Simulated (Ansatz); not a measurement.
## CH3AlClNS, SMILES N=[CH][Al]([SH])[Cl]: a single point from an input written key by key

Computed with the Ansatz DFT code, driven from Python.

Script `ch3alclns_deck.py`:
```python
'''CH3AlClNS through the session interface.'''

import ansatz


def main() -> None:
    deck = {
        'crystal': {
            'periodic': [False, False, False],
            'atoms': [
                {'symbol': 'N', 'position_ang': [0.1063, 0.9855, 1.7176]},
                {'symbol': 'C', 'position_ang': [0.7662, 0.8906, 0.6465]},
                {'symbol': 'Al', 'position_ang': [0.0944, -0.1414, -0.9224]},
                {'symbol': 'S', 'position_ang': [-1.8396, -1.1174, -0.8541]},
                {'symbol': 'Cl', 'position_ang': [1.4072, -0.3587, -2.7173]},
                {'symbol': 'H', 'position_ang': [-0.8773, 0.6199, 1.782]},
                {'symbol': 'H', 'position_ang': [1.7769, 1.3566, 0.601]},
                {'symbol': 'H', 'position_ang': [-1.342, -2.2923, -0.309]},
            ],
        },
        'basis': {'gaussian': {'orbitals': 'def2-SVP'}},
        'hamiltonian': {'xc': 'pbe0'},
    }
    session = ansatz.Session.from_dict(deck)
    r = session.plan(threads=1).execute().report

    for key in ('converged', 'free_energy_ev', 'reference_energy_ev', 'n_frozen', 'n_occupied', 'n_virtual'):
        print(f'{key:22s} {r[key]}')
    symbols = ['N', 'C', 'Al', 'S', 'Cl', 'H', 'H', 'H']
    field = r['mean_field']
    print('<S^2> =', round(abs(field['state']['spin_squared']), 4), ' all-electron relativity setting:', field['relativity'])
    print('passes:', field['passes'])
    if 'symmetry' in field:
        print('occupied orbitals by irrep:', field['symmetry']['occupied'])


if __name__ == '__main__':
    main()
```

```console
$ python ch3alclns_deck.py
converged              True
free_energy_ev         -32507.442864710923
reference_energy_ev    -32507.442864710923
n_frozen               0
n_occupied             [31, 31]
n_virtual              [66, 66]
<S^2> = 0.0  all-electron relativity setting: none
passes: {'evaluations': 16, 'products': 12}
occupied orbitals by irrep: [{'A': 31}, {'A': 31}]
```

Total energies depend on the basis set; only differences at equal settings carry meaning. The geometry is a force-field or estimated start, not a minimum of this method, and the basis set is short of its limit. The whole script took 5.7 s on 1 thread of Arm Neoverse N1, with other jobs on the host, peak memory 0.23 GiB.
